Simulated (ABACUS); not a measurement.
GaGe in ABACUS: the effect of target pressure

GaGe:

```
Ge Ga
1.0
    -2.89784    0.00000    2.89784
     0.00000    2.89784    2.89784
    -2.89784    2.89784    0.00000
Ge Ga
1 1
Direct
  0.00000 0.00000 0.00000
  0.75000 0.75000 0.75000
```

The cell comes from a database or a generator and needn't be the stable form of this composition.

Alike in all runs:

```yaml
Program: ABACUS 3.10.1
Task: relaxation of cell and atoms
Functional: PBE
Potentials_or_basis: PseudoDojo NC SR 0.4.1 PBE standard
Cutoff: 1361 eV
Density_cutoff: 5442 eV
Basis: DZP LCAO (the cutoffs set its grid)
k_mesh: 6 × 6 × 6
Occupations: fermi-dirac, width 0.05 eV
Spin: no spin polarisation
```

Each run relaxes the cell or the atoms first.

```csv
target pressure,relaxed volume (Å³/atom)
0 GPa,24.80
5 GPa,?
10 GPa,21.52
20 GPa,19.67
```

Problem. What does the run with target pressure 5 GPa give?

Solution. Relaxed volume 22.86 Å³/atom.

Worked out: A straight line through the other rows of the relaxed volume, of slope -0.256 Å³/atom per GPa, gives 23.28 Å³/atom, against the run's 22.86.

Caveats: the atomic orbitals were generated for these runs and aren't a published set; the basis of atomic orbitals isn't converged, which shifts pressures, moduli and gaps; the volume moved by over 15 % at a fixed basis, so the end points are rough (some runs).
